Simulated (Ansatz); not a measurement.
TaWC2:

```
W Ta C
1.0
     1.57186    0.90751    5.10162
    -1.57186    0.90751    5.10162
     0.00000   -1.81502    5.10162
W Ta C
1 1 2
Direct
  0.00000 0.00000 0.00000
  0.50000 0.50000 0.50000
  0.25093 0.25093 0.25093
  0.74907 0.74907 0.74907
```

The cell comes from a database or a generator and needn't be the stable form of this composition.

Base run:

- Program: Ansatz 0.2.0
- Functional: PBEsol
- Potentials or basis: all-electron LAPW, scalar-relativistic
- Cutoff: 330 eV
- Density cutoff: 1321 eV
- Basis error allowed: 0.001 eV/atom
- k mesh: 10 × 10 × 10
- Occupations: fermi-dirac, width 0.05 eV
- Spin: no spin polarisation

Its results: band gap on the k mesh none (metal or under the smearing width); pressure -10.9 GPa; largest force 0.076 eV/Å.

**Question.** The run is repeated on the same cell with these changes: basis error allowed from 0.001 eV/atom to 0.002 eV/atom; hubbard terms from none to Ta d U = 6 eV, W d U = 6 eV. What comes out?

**Answer.** Band gap on the k mesh none (metal or under the smearing width); pressure -7.2 GPa; largest force 0.272 eV/Å.

Caveats: U is the effective U less J, on atomic orbitals that reach past the spheres (some runs); U without spin polarisation on a metal has little footing (some runs); the U is typed as a test and isn't derived for this compound (some runs).

Not every run made on this cell is shown here.
